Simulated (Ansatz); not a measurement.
# Re2C: the cost of one run

Method: DFT LDA, scalar-relativistic, plane waves, PAW, in Ansatz 0.2.0.

2 further runs of the same task are left out: 2 set aside as unsound or not needed.

**1. The system as given**

It takes space group P6_3/mmc (No. 194, hexagonal). The conventional cell has a = 2.822 Å, b = 2.822 Å, c = 9.773 Å, α = 90.00°, β = 90.00°, γ = 120.00°. Re (site symmetry 3m) is surrounded by 3 C at 2.14 Å. C (site symmetry -6m2) has 6 Re at 2.14 Å as nearest neighbours.

Structure file:

```xyz
6
Lattice="2.8215 0.0000 0.0000 -1.4108 2.4435 0.0000 0.0000 0.0000 9.7729" Properties=species:S:1:pos:R:3 pbc="T T T"
Re    0.0000    1.6290    5.9454
Re    1.4108    0.8145    1.0590
Re    1.4108    0.8145    3.8275
Re    0.0000    1.6290    8.7139
C     0.0000    1.6290    2.4432
C     1.4108    0.8145    7.3297
```

It goes back to an entry of the Materials Project.

It is the result of an earlier relaxation at this level (volume 11.23 Å³/atom; gap on the mesh: none (metal)).

**2. Relaxing to 0.001 eV/Å, with the smearing for a metal**

The response runs start from a cell at rest, found with their own mesh and filling of the bands.

Input file input.yaml:

```yaml
crystal:
  lattice:
    - [2.8215132613, 0.0, 0.0]
    - [-1.4107566307, 2.4435021614, 0.0]
    - [0.0, 0.0, 9.7728894468]
  atoms:
    - { symbol: Re, position: [0.3333333333, 0.6666666667, 0.6083563823] }
    - { symbol: Re, position: [0.6666666667, 0.3333333333, 0.1083563823] }
    - { symbol: Re, position: [0.6666666667, 0.3333333333, 0.3916436177] }
    - { symbol: Re, position: [0.3333333333, 0.6666666667, 0.8916436177] }
    - { symbol: C, position: [0.3333333333, 0.6666666667, 0.25] }
    - { symbol: C, position: [0.6666666667, 0.3333333333, 0.75] }
basis:
  ecutwfc: 420
kpoints:
  mp_grid: { grid: [12, 12, 4] }
hamiltonian:
  xc: lda
scf:
  occupations: { method: fermi_dirac, width: 0.15 }
output:
  forces: true
  stress: true
  eigenvalues: true
relax:
  adjacent_minimum: "off"
  f_tol: 0.001
  max_steps: 60
  cell: { stress_tol: 0.01 }
```

Run with:

```bash
ansatz run input.yaml --threads 2 --pin off --max-ram 6144MiB --backend cpu --events-out ev --progress --plain --runs-dir out
```

**Question.** How long does this run take on 2 threads of Oxide Virtual Turin-like (Zen 5), shared host, and how much memory does it need?

About 20 s, with a peak of 0.46 GiB.
